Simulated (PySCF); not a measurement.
# A diatomic session: ZrF+, part 2 of 2

PySCF 2.14.0; Zr def2-TZVPPD with ECP28, F def2-TZVPPD; scalar-relativistic core potentials.

## (12) r²SCANh (hybrid meta-GGA)

Output of the SCF at 1.821 Å:

```text
[... 17 set-up lines left out, the same as in an earlier log ...]
XC functionals = HYB_MGGA_XC_R2SCANH
[... 3 set-up lines left out, the same as in an earlier log ...]
init E= -146.622982462368
cycle= 1 E= -146.623373782527  delta_E= -0.000391  |g|= 0.0104  |ddm|= 0.108
cycle= 2 E= -146.623272668215  delta_E= 0.000101  |g|= 0.0206  |ddm|= 0.0177
cycle= 3 E= -146.623403167797  delta_E= -0.00013  |g|= 0.00261  |ddm|= 0.0103
cycle= 4 E= -146.623406252474  delta_E= -3.08e-06  |g|= 0.000244  |ddm|= 0.00264
cycle= 5 E= -146.623406311058  delta_E= -5.86e-08  |g|= 5.58e-05  |ddm|= 0.000581
cycle= 6 E= -146.623406315883  delta_E= -4.82e-09  |g|= 1.74e-05  |ddm|= 0.000233
cycle= 7 E= -146.623406316141  delta_E= -2.58e-10  |g|= 4.37e-06  |ddm|= 4.96e-05
Extra cycle  E= -146.623406316145  delta_E= -3.72e-12  |g|= 4.28e-06  |ddm|= 8.34e-06
converged SCF energy = -146.623406316145  <S^2> = 2.0038454  2S+1 = 3.0025625
```

Re = 1.818 Å, ωe = 758 cm⁻¹, ωexe = 2.97 cm⁻¹, αe = 0.00175 cm⁻¹, Be = 0.3250 cm⁻¹, De = 6.13 eV, μ = -4.59 D.

## (13) LC-ωPBE (range-separated hybrid)

The SCF at the reference distance, 1.821 Å, printed:

```text
[... 17 set-up lines left out, the same as in an earlier log ...]
XC functionals = LC_WPBE
    O. A. Vydrov and G. E. Scuseria.,  J. Chem. Phys. 125, 234109 (2006)
[... 2 set-up lines left out, the same as in an earlier log ...]
init E= -146.613961571256
cycle= 1 E= -146.615677969724  delta_E= -0.00172  |g|= 0.0194  |ddm|= 0.0683
cycle= 2 E= -146.615719886619  delta_E= -4.19e-05  |g|= 0.0228  |ddm|= 0.0221
cycle= 3 E= -146.615870079581  delta_E= -0.00015  |g|= 0.00338  |ddm|= 0.0117
cycle= 4 E= -146.615886865735  delta_E= -1.68e-05  |g|= 0.00103  |ddm|= 0.0111
cycle= 5 E= -146.615890740706  delta_E= -3.87e-06  |g|= 0.000629  |ddm|= 0.00584
cycle= 6 E= -146.615894245666  delta_E= -3.5e-06  |g|= 0.000336  |ddm|= 0.00859
cycle= 7 E= -146.615895232618  delta_E= -9.87e-07  |g|= 0.000115  |ddm|= 0.00523
cycle= 8 E= -146.615895336359  delta_E= -1.04e-07  |g|= 3.05e-05  |ddm|= 0.00213
cycle= 9 E= -146.615895339755  delta_E= -3.4e-09  |g|= 7.81e-06  |ddm|= 0.00028
cycle= 10 E= -146.615895339894  delta_E= -1.39e-10  |g|= 2.2e-06  |ddm|= 3.93e-05
Extra cycle  E= -146.615895339901  delta_E= -6.82e-12  |g|= 1.35e-06  |ddm|= 4.71e-06
converged SCF energy = -146.615895339901  <S^2> = 2.0029778  2S+1 = 3.0019846
```

Re = 1.823 Å, ωe = 743 cm⁻¹, ωexe = 3.02 cm⁻¹, αe = 0.00179 cm⁻¹, Be = 0.3234 cm⁻¹, De = 6.24 eV, μ = -4.97 D. 19 s of CPU time for 12 points, integrals apart.

## (14) UHF

Output of the SCF at 1.821 Å:

```text
******** <class 'pyscf.scf.uhf_symm.SymAdaptedUHF'> ********
method = SymAdaptedUHF
[... 11 set-up lines left out, the same as in an earlier log ...]
max_memory 4900 MB (current use 1056 MB)
[... 1 set-up line left out, the same as in an earlier log ...]
Overwritten attributes  get_jk get_occ get_hcore get_j get_k  of <class 'pyscf.scf.uhf_symm.SymAdaptedUHF'>
<class 'pyscf.scf.uhf_symm.SymAdaptedUHF'> does not have attributes  refdm
[... 1 set-up line left out, the same as in an earlier log ...]
init E= -145.788942796711
cycle= 1 E= -145.805037161992  delta_E= -0.0161  |g|= 0.0715  |ddm|= 0.213
cycle= 2 E= -145.80620903721  delta_E= -0.00117  |g|= 0.0479  |ddm|= 0.0763
cycle= 3 E= -145.806942930095  delta_E= -0.000734  |g|= 0.00842  |ddm|= 0.0253
cycle= 4 E= -145.807006969974  delta_E= -6.4e-05  |g|= 0.00218  |ddm|= 0.0157
cycle= 5 E= -145.80702200992  delta_E= -1.5e-05  |g|= 0.00121  |ddm|= 0.00988
cycle= 6 E= -145.807031517049  delta_E= -9.51e-06  |g|= 0.000772  |ddm|= 0.0109
cycle= 7 E= -145.807037294917  delta_E= -5.78e-06  |g|= 0.000322  |ddm|= 0.0128
cycle= 8 E= -145.807038190954  delta_E= -8.96e-07  |g|= 0.000132  |ddm|= 0.00549
cycle= 9 E= -145.807038288006  delta_E= -9.71e-08  |g|= 4.72e-05  |ddm|= 0.00201
cycle= 10 E= -145.807038293056  delta_E= -5.05e-09  |g|= 1.24e-05  |ddm|= 0.000247
cycle= 11 E= -145.80703829344  delta_E= -3.85e-10  |g|= 4.25e-06  |ddm|= 8.98e-05
Extra cycle  E= -145.807038293465  delta_E= -2.51e-11  |g|= 2.76e-06  |ddm|= 6.92e-06
converged SCF energy = -145.807038293465  <S^2> = 2.0053386  2S+1 = 3.0035569
```

Re = 1.833 Å, ωe = 740 cm⁻¹, ωexe = 3.27 cm⁻¹, αe = 0.00179 cm⁻¹, Be = 0.3199 cm⁻¹, De = 3.85 eV, μ = -5.54 D. 12 s of CPU time for 12 points, integrals apart.

## (15) Adding correlation

Reference: UHF; core orbitals frozen: 1; virtual orbitals above 20 hartree dropped in coupled cluster: 3. MP2 keeps all virtuals, so it differs from the MP2 energy in the coupled-cluster log.

Log of the coupled-cluster run at 1.821 Å:

```text
******** <class 'pyscf.cc.uccsd.UCCSD'> ********
CC2 = 0
CCSD nocc = (np.int64(10), np.int64(8)), nmo = (92, 92)
frozen orbitals [[0, 93, 94, 95], [0, 93, 94, 95]]
max_cycle = 80
direct = 0
conv_tol = 1e-07
conv_tol_normt = 1e-05
diis_space = 8
diis_start_cycle = 0
diis_start_energy_diff = 1e+09
max_memory 4900 MB (current use 1347 MB)
Init t2, MP2 energy = -0.508791622748372
Init E_corr(UCCSD) = -0.508791622754957
cycle = 1  E_corr(UCCSD) = -0.497566982575533  dE = 0.0112246402  norm(t1,t2) = 0.117637
cycle = 2  E_corr(UCCSD) = -0.514997997103687  dE = -0.0174310145  norm(t1,t2) = 0.0569865
cycle = 3  E_corr(UCCSD) = -0.512047136013908  dE = 0.00295086109  norm(t1,t2) = 0.0499157
cycle = 4  E_corr(UCCSD) = -0.512953775266831  dE = -0.000906639253  norm(t1,t2) = 0.0107619
cycle = 5  E_corr(UCCSD) = -0.513231819809794  dE = -0.000278044543  norm(t1,t2) = 0.00323414
cycle = 6  E_corr(UCCSD) = -0.51317796535451  dE = 5.38544553e-05  norm(t1,t2) = 0.00110982
cycle = 7  E_corr(UCCSD) = -0.51312086497698  dE = 5.71003775e-05  norm(t1,t2) = 0.000520734
cycle = 8  E_corr(UCCSD) = -0.513123049567951  dE = -2.18459097e-06  norm(t1,t2) = 0.00030466
cycle = 9  E_corr(UCCSD) = -0.513140945559402  dE = -1.78959915e-05  norm(t1,t2) = 0.000179929
cycle = 10  E_corr(UCCSD) = -0.513137168991045  dE = 3.77656836e-06  norm(t1,t2) = 9.82412e-05
cycle = 11  E_corr(UCCSD) = -0.513134377338224  dE = 2.79165282e-06  norm(t1,t2) = 4.91455e-05
cycle = 12  E_corr(UCCSD) = -0.513135200802932  dE = -8.23464708e-07  norm(t1,t2) = 2.23051e-05
cycle = 13  E_corr(UCCSD) = -0.513134115052987  dE = 1.08574995e-06  norm(t1,t2) = 9.29053e-06
cycle = 14  E_corr(UCCSD) = -0.51313413547925  dE = -2.04262638e-08  norm(t1,t2) = 3.7019e-06
UCCSD converged
E(UCCSD) = -146.3201724289446  E_corr = -0.5131341354792504
UCCSD(T) correction = -0.018289540079714
```

Correlation energy (eV) along the bond:

```
R (Å)      MP2  SCS-MP2     CCSD  CCSD(T)     T1
1.566  -14.006  -13.235      n/a      n/a    n/a
1.639  -13.964  -13.211  -14.024  -14.510  0.017
1.712  -13.922  -13.187  -13.998  -14.490  0.017
1.766  -13.892  -13.170  -13.980  -14.475  0.018
1.821  -13.862  -13.153  -13.963  -14.461  0.019
1.876  -13.833  -13.137  -13.947  -14.446  0.020
1.948  -13.793  -13.115  -13.925  -14.426  0.022
2.039  -13.738  -13.083  -13.895  -14.398  0.026
2.149  -13.666  -13.038  -13.855  -14.357  0.031
2.295  -13.572  -12.979      n/a      n/a    n/a
```

UHF-MP2: Re = 1.817 Å, ωe = 770 cm⁻¹, ωexe = 2.74 cm⁻¹, αe = 0.00165 cm⁻¹, Be = 0.3256 cm⁻¹, De = 6.45 eV.

UHF-SCS-MP2: Re = 1.824 Å, ωe = 757 cm⁻¹, ωexe = 2.86 cm⁻¹, αe = 0.00170 cm⁻¹, Be = 0.3231 cm⁻¹, De = 6.24 eV.

UHF-CCSD: Re = 1.824 Å, ωe = 756 cm⁻¹, ωexe = 2.97 cm⁻¹, αe = 0.00173 cm⁻¹, Be = 0.3232 cm⁻¹, De = 5.87 eV.

UHF-CCSD(T): Re = 1.825 Å, ωe = 755 cm⁻¹, ωexe = 2.92 cm⁻¹, αe = 0.00171 cm⁻¹, Be = 0.3227 cm⁻¹, De = 6.12 eV.

## (16) All curves

Energy (eV) from each level's lowest point:

```
R (Å)    UHF  UHF-MP2  UHF-SCS-MP2  UHF-CCSD  UHF-CCSD(T)    PBE  PBEsol  r²SCAN  M06-L  r²SCANh   PBE0  r²SCAN0  BHandHLYP  LC-ωPBE
1.566  1.804    1.660        1.722       n/a          n/a  1.686   1.562   1.681  1.767    1.650  1.597    1.608      1.681    1.665
1.639  0.835    0.733        0.777     0.774        0.786  0.761   0.675   0.752  0.829    0.732  0.700    0.704      0.753    0.748
1.712  0.285    0.225        0.251     0.250        0.256  0.247   0.197   0.239  0.291    0.227  0.211    0.212      0.239    0.239
1.766  0.076    0.047        0.060     0.059        0.062  0.060   0.035   0.055  0.082    0.049  0.042    0.042      0.055    0.056
1.821  0.000    0.000        0.000     0.000        0.000  0.000   0.000   0.000  0.000    0.000  0.000    0.000      0.000    0.000
1.876  0.024    0.053        0.041     0.041        0.039  0.037   0.060   0.044  0.015    0.049  0.054    0.055      0.043    0.040
1.948  0.171    0.240        0.209     0.209        0.205  0.196   0.249   0.214  0.147    0.226  0.235    0.240      0.213    0.204
2.039  0.473    0.597        0.544     0.541        0.536  0.512   0.598   0.547  0.434    0.565  0.576    0.586      0.541    0.524
2.149  0.931    1.128        1.047     1.039        1.035  0.988   1.109   1.044  0.884    1.070  1.079    1.098      1.031    1.005
2.295  1.602    1.893        1.777       n/a          n/a  1.683   1.844   1.770  1.557    1.805  1.808    1.841      1.745    1.709
```

The whole job (state search and all levels along the bond) took 6 min on 2 threads of AMD EPYC 9R45 96-Core (shared host), peak memory 4.7 GiB.

## (17) Constants by level of theory

The summary covers parts 1 to 2.

Lowest PBE0 solution found, without spin–orbit coupling: ³Δ (triplet), unpaired electrons σ ↑, δ ↑. State 2 has its PBE0 minimum 0.24 eV higher. State 3 has its PBE0 minimum 0.47 eV higher, as a spin-mixed determinant (⟨S²⟩ = 1.00), so this is no gap between pure states. State 4 has its PBE0 minimum 0.61 eV higher. The other levels ran on the lowest alone.

```
      level  Re (Å)  ωe (cm⁻¹)  De (eV)  μ (D)
        UHF   1.833        740     3.85  -5.54
    UHF-MP2   1.817        770     6.45    n/a
UHF-SCS-MP2   1.824        757     6.24    n/a
   UHF-CCSD   1.824        756     5.87    n/a
UHF-CCSD(T)   1.825        755     6.12    n/a
        PBE   1.825        741     6.63  -4.19
     PBEsol   1.811        762     7.00  -4.09
     r²SCAN   1.821        754     6.32  -4.47
      M06-L   1.838        719     6.43  -5.00
    r²SCANh   1.818        758     6.13  -4.59
       PBE0   1.815        757     6.10  -4.59
    r²SCAN0   1.815        762     5.87  -4.77
  BHandHLYP   1.822        753     5.60  -5.03
    LC-ωPBE   1.823        743     6.24  -4.97
```

De is counted to Zr+ + F in their ground configurations. A positive dipole points from Zr to F; in an ion it is taken about the centre of mass and does not tell which atom is negative.

Differences from CCSD(T) in the same basis:

```
      level  Re (mÅ)  ωe (%)
        UHF       +8    -2.0
    UHF-MP2       -8    +1.9
UHF-SCS-MP2       -1    +0.2
   UHF-CCSD       -1    +0.1
        PBE        0    -1.9
     PBEsol      -13    +0.9
     r²SCAN       -3    -0.2
      M06-L      +13    -4.8
    r²SCANh       -6    +0.4
       PBE0      -10    +0.3
    r²SCAN0      -10    +0.9
  BHandHLYP       -3    -0.3
    LC-ωPBE       -2    -1.6
```

Time per point (s) on 2 threads of AMD EPYC 9R45, shared host (CPU time, shared integrals of 0.37 s apart; correlated levels include their reference; CCSD comes with the CCSD(T) run); the times are rough: UHF 0.98, UHF-MP2 1.6, UHF-SCS-MP2 1.6, PBE 0.63, PBEsol 0.42, r²SCAN 0.78, M06-L 0.82, r²SCANh 1.3, PBE0 1.7, r²SCAN0 1.4, BHandHLYP 1.1, LC-ωPBE 1.5; the reference 61.

Cheap and still within 10 mÅ and 2.5 % of CCSD(T): r²SCAN (0.78 s), BHandHLYP (1.1 s), PBE (0.63 s), UHF (0.98 s), against 61 s for the dearest run.

Against CCSD(T) in the same basis, the bond length is nearest at PBE (0 mÅ) and farthest at PBEsol and M06-L (13 mÅ off); the wavenumber is nearest at UHF-CCSD (+0.1 %) and farthest at M06-L (-4.8 %). Of the levels with a De here, UHF gives the least (3.85 eV) and PBEsol the most (7.00 eV).

Correlated steps freeze 1 core orbital. The state is the lowest single determinant that the PBE0 search found; with open d or f shells the true ground state can be another one. Spin–orbit coupling is left out.
